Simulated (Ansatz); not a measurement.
# C₂H₈GeSe: taking an electron away

Aim: the vertical ionisation energy of C₂H₈GeSe, as cation minus neutral at the neutral's geometry, on several levels, and how well −ε(HOMO) stands in for it.

Computed with Ansatz 0.2.0, Gaussian basis. Level: unrestricted cation, the program's frozen cores in correlated methods.

Plan: UKS PBE-D4/def2-TZVPP; UKS r2SCAN-D4/def2-TZVPP; UKS PBE0-D4/def2-TZVPP; UKS B3LYP-D4/def2-TZVPP; UKS wB97X-V/def2-TZVPP; UKS wB97M-V/def2-TZVPP; UKS B2PLYP/def2-TZVPP; UHF-CCSD(T)/def2-TZVPP; UHF-MP2/def2-QZVPP; extrapolation to the limit; then −ε(HOMO) from the neutral's earlier runs with LDA (SPW92), PBE-D4, revPBE-D4, BLYP-D4, r2SCAN-D4, B97M-V, PBE0-D4, B3LYP-D4, r2SCANh-D4, r2SCAN0-D4, HSE06-D4, BHLYP-D4, CAM-B3LYP-D4, LC-ωPBE, ωB97X-V, ωB97M-V.

### 1 The geometry

An earlier PBE0-D4 in a triple-zeta def2 set relaxation fixed the geometry.

SMILES `[CH3][GeH2][Se]C`, 12 atoms, charge 0, spin multiplicity 1.

Atoms are counted from 1 here; the program's logs count them from 0.

Bond lengths: C1–Ge2 1.952 Å, C1–H5 1.091 Å, C1–H6 1.092 Å, C1–H7 1.090 Å, Ge2–Se3 2.351 Å, Ge2–H8 1.543 Å, Ge2–H9 1.538 Å, Se3–C4 1.957 Å, C4–H10 1.089 Å, C4–H11 1.089 Å, C4–H12 1.088 Å. Angles: Ge2–C1–H5 110.3°, Ge2–C1–H6 110.1°, Ge2–C1–H7 109.8°, H5–C1–H6 108.6°, H5–C1–H7 108.9°, H6–C1–H7 109.2°, C1–Ge2–Se3 111.3°, C1–Ge2–H8 110.1°, C1–Ge2–H9 111.3°, Se3–Ge2–H8 108.5°, Se3–Ge2–H9 105.5°, H8–Ge2–H9 110.0°, Ge2–Se3–C4 96.8°, Se3–C4–H10 106.4°, Se3–C4–H11 110.3°, Se3–C4–H12 110.8°, H10–C4–H11 109.4°, H10–C4–H12 109.3° and more.

### 2 Cation, UKS PBE-D4/def2-TZVPP

in.yaml reads:

```yaml
crystal:
  periodic: [false, false, false]
  atoms:
    - {symbol: C, position_ang: [-1.376636, 1.214166, 0.152272]}
    - {symbol: Ge, position_ang: [-0.281946, 0.060916, 1.284693]}
    - {symbol: Se, position_ang: [1.908994, -0.122500, 0.450894]}
    - {symbol: C, position_ang: [1.451584, -1.068935, -1.199424]}
    - {symbol: H, position_ang: [-1.443716, 0.802102, -0.855380]}
    - {symbol: H, position_ang: [-2.385003, 1.294407, 0.562844]}
    - {symbol: H, position_ang: [-0.931800, 2.207879, 0.097635]}
    - {symbol: H, position_ang: [-0.898929, -1.351848, 1.355928]}
    - {symbol: H, position_ang: [-0.136324, 0.642523, 2.701085]}
    - {symbol: H, position_ang: [2.393630, -1.292416, -1.697452]}
    - {symbol: H, position_ang: [0.934512, -1.999429, -0.971101]}
    - {symbol: H, position_ang: [0.842635, -0.441965, -1.847893]}
basis:
  gaussian: {orbitals: def2-TZVPP}
total_charge: 1
magnetization: {spin_polarized: true, initial_magnetization: 1}
hamiltonian: {xc: pbe, dispersion: d4}
```

The run is started by

```
$ ansatz run in.yaml --threads 2 --pin off --events-out ev --progress --plain --max-ram 20480MiB --backend cpu
```

After this run come: Cation, UKS r2SCAN-D4/def2-TZVPP; Cation, UKS PBE0-D4/def2-TZVPP; Cation, UKS B3LYP-D4/def2-TZVPP; Cation, UKS wB97X-V/def2-TZVPP; Cation, UKS wB97M-V/def2-TZVPP; Cation, UKS B2PLYP (frozen core)/def2-TZVPP; Cation, UHF-CCSD(T)/def2-TZVPP; Cation, UHF-MP2/def2-QZVPP.

**Question.** What will the summary of the whole plan be? Wanted: ionisation energy, CCSD(T)/CBS; nearest functional by difference; nearest −ε(HOMO); −ε(HOMO) of PBE; T1 of the cation.

**Answer**, as computed:

| quantity | value |
| --- | --- |
| ionisation energy, CCSD(T)/CBS | 8.60 eV |
| nearest functional by difference | ωB97X-V (-0.16 eV) |
| nearest −ε(HOMO) | ωB97X-V (+0.02 eV) |
| −ε(HOMO) of PBE | 5.20 eV |
| T1 of the cation | 0.013 |

By cation minus neutral, the functionals miss by 0.35 eV at most. The PBE orbital energy is 3.4 eV too small: a semilocal HOMO is no ionisation energy. Among orbital estimates ωB97X-V comes nearest. Hartree-Fock falls 1.17 eV short, as the neutral has more correlation energy than the cation. The cation may have settled in a state other than its lowest; no search over hole states beyond the program's own was made. Correlated methods include outer-core shells of Ge, Se, which these sets cover unevenly. With outer-core shells in play the reference is unsure by up to some tenths of an eV, so close misses can't be ranked.
